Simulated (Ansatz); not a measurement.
# BeSn2S3: the cost of one run

Program: Ansatz 0.2.0. Level of theory: DFT PBE, scalar-relativistic, plane waves, PAW, unless a step names another level. These are calculated values, not measurements.

3 further runs of the same task are left out: 3 that didn't finish. Runs told in other sessions of the task aren't counted.

## 1. The structure to begin with

The structure is monoclinic, space group Cm (No. 8). The conventional cell has a = 18.056 Å, b = 3.640 Å, c = 5.266 Å, α = 90.00°, β = 100.91°, γ = 90.00°. Be (site symmetry m) has 3 S at 2.03 to 2.05 Å in its first shell of neighbours. Sn (site symmetry m) is surrounded by 3 S at 2.62 to 2.63 Å. Around Sn (site symmetry m) lie 3 S at 2.60 to 2.68 Å. Around S (site symmetry m) lie 2 Be at 2.05 Å and 1 Sn at 2.68 Å. S (site symmetry m) is surrounded by 1 Be at 2.03 Å and 2 Sn at 2.62 Å. S (site symmetry m) has 3 Sn at 2.60 to 2.63 Å in its first shell of neighbours.

Structure file:

```cif
data_structure
_symmetry_space_group_name_H-M 'Cm'
_symmetry_Int_Tables_number 8
_cell_length_a 18.0563
_cell_length_b 3.6401
_cell_length_c 5.2656
_cell_angle_alpha 90.000
_cell_angle_beta 100.907
_cell_angle_gamma 90.000
_cell_volume 339.83
loop_
_atom_site_label
_atom_site_type_symbol
_atom_site_symmetry_multiplicity
_atom_site_Wyckoff_symbol
_atom_site_fract_x
_atom_site_fract_y
_atom_site_fract_z
_atom_site_occupancy
Be1 Be 2 a 0.52595 0.50000 0.53584 1
Sn1 Sn 2 a 0.64270 0.00000 0.21495 1
Sn2 Sn 2 a 0.83471 0.50000 0.61542 1
S1 S 2 a 0.97265 0.50000 0.49679 1
S2 S 2 a 0.63971 0.50000 0.57158 1
S3 S 2 a 0.79025 0.00000 0.26685 1
```

It came out lowest among 29 distinct ends of the trial cells. At a tolerance of 0.02 Å it has space group Cm (No. 8).

## 2. A stricter relaxation, on the response runs' mesh and smearing

input.yaml

```yaml
crystal:
  lattice:
    - [9.0278250193, -1.8200255024, 0.0768068906]
    - [9.0278250193, 1.8200255024, 0.0768068906]
    - [-1.0402688283, 0.0, 5.1617838645]
  atoms:
    - { symbol: Be, position: [0.9740477985, 0.9740477985, 0.4641559705] }
    - { symbol: Sn, position: [0.3572983949, 0.3572983949, 0.7850532067] }
    - { symbol: Sn, position: [0.6652928097, 0.6652928097, 0.3845836705] }
    - { symbol: S, position: [0.5273491687, 0.5273491687, 0.5032145665] }
    - { symbol: S, position: [0.8602873694, 0.8602873694, 0.4284210156] }
    - { symbol: S, position: [0.2097539738, 0.2097539738, 0.7331533201] }
basis:
  ecutwfc: 420
kpoints:
  mp_grid: { grid: [8, 8, 6] }
hamiltonian:
  xc: pbe
scf:
  occupations: { method: fixed }
output:
  forces: true
  stress: true
  eigenvalues: true
relax:
  adjacent_minimum: "off"
  f_tol: 0.001
  max_steps: 60
  cell: { stress_tol: 0.01 }
```

Launch:

```console
$ ansatz run input.yaml --threads 3 --pin off --max-ram 7680MiB --backend cpu --events-out ev --progress --plain --runs-dir out
```

**Question.** How long does this run take on 3 threads of Intel Xeon Platinum 8559C (Emerald Rapids), shared host, and how much memory does it need?

About 61 s, with a peak of 0.81 GiB.
